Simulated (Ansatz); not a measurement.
**H₃NSZn: up Jacob's ladder to CCSD(T)**

The task here is to estimate one member of a computed series from the others.

Program: Ansatz 0.2.0, Gaussian basis. Level of theory: functionals in def2-TZVPP, the program's frozen cores in correlated methods. These are calculated values, not measurements.

The runs, in order: LDA (SPW92), PBE-D4, revPBE-D4, BLYP-D4, r2SCAN-D4, B97M-V, PBE0-D4, B3LYP-D4, r2SCANh-D4, r2SCAN0-D4, HSE06-D4, BHLYP-D4, CAM-B3LYP-D4, LC-ωPBE, ωB97X-V, ωB97M-V, B2PLYP, PBE-QIDH; CCSD(T)/def2-SVP; CCSD(T)/def2-TZVPP; MP2/def2-QZVPP; extrapolation to the limit; RPA on PBE.

**The geometry**

An earlier PBE0-D4 in a triple-zeta def2 set relaxation fixed the geometry.

SMILES `[NH2][Zn][SH]`, 6 atoms, charge 0, spin multiplicity 1.

Atoms are counted from 1 here; the program's logs count them from 0.

Bond lengths: N1–Zn2 1.814 Å, N1–H4 1.010 Å, N1–H5 1.010 Å, Zn2–S3 2.156 Å, S3–H6 1.344 Å. Angles: Zn2–N1–H4 117.9°, Zn2–N1–H5 117.9°, H4–N1–H5 108.5°, N1–Zn2–S3 174.8°, Zn2–S3–H6 93.2°.

Set-up of the first run:

The input, in.yaml:

```yaml
crystal:
  periodic: [false, false, false]
  atoms:
    - {symbol: N, position_ang: [-1.099136, 0.308916, -1.008624]}
    - {symbol: Zn, position_ang: [0.039506, 0.136619, 0.393280]}
    - {symbol: S, position_ang: [1.273818, 0.052056, 2.159577]}
    - {symbol: H, position_ang: [-0.762793, 0.782923, -1.834330]}
    - {symbol: H, position_ang: [-1.618945, -0.507257, -1.297317]}
    - {symbol: H, position_ang: [2.167549, -0.773256, 1.587425]}
basis:
  gaussian: {orbitals: def2-TZVPP}
hamiltonian: {xc: lda}
output: {orbitals: {seedname: orbitals}}
```

Command:

```
ansatz run in.yaml --threads 4 --pin off --events-out ev --progress --plain --max-ram 10444MiB
```

Steps of the session up to this table: LDA; PBE-D4 (GGA); revPBE-D4 (GGA); BLYP-D4 (GGA); r2SCAN-D4 (meta-GGA); B97M-V (meta-GGA); PBE0-D4 (hybrid); B3LYP-D4 (hybrid); r2SCANh-D4 (hybrid); r2SCAN0-D4 (hybrid); HSE06-D4 (hybrid); BHLYP-D4 (hybrid); CAM-B3LYP-D4 (range-separated); LC-ωPBE (range-separated); ωB97X-V (range-separated); ωB97M-V (range-separated); B2PLYP (double hybrid); PBE-QIDH (double hybrid).

One table of the session follows, with a row left open; its other results are not shown here.

It belongs to the step «Frontier levels by functional». 

| functional | HOMO (eV) | gap (eV) |
| --- | --- | --- |
| LDA (SPW92) | -5.97 | 4.33 |
| PBE-D4 | -5.76 | 4.33 |
| revPBE-D4 | -5.69 | 4.34 |
| BLYP-D4 | -5.64 | 4.21 |
| r2SCAN-D4 | -6.03 | 4.94 |
| B97M-V | -6.04 | 4.69 |
| PBE0-D4 | -7.09 | 6.46 |
| B3LYP-D4 | -6.86 | 5.92 |
| r2SCANh-D4 | -6.53 | 5.72 |
| r2SCAN0-D4 | -7.29 | 6.88 |
| HSE06-D4 | ? | ? |
| BHLYP-D4 | -8.33 | 8.34 |
| CAM-B3LYP-D4 | -8.54 | 8.70 |
| LC-ωPBE | -9.97 | 11.33 |
| ωB97X-V | -9.56 | 10.75 |
| ωB97M-V | -9.46 | 10.32 |

Q: Estimate the row for HSE06-D4 from the others.

The run gave: HOMO (eV): -6.68; gap (eV): 5.70. In the column «HOMO (eV)» it lies between B3LYP-D4 (-6.86) and r2SCANh-D4 (-6.53).
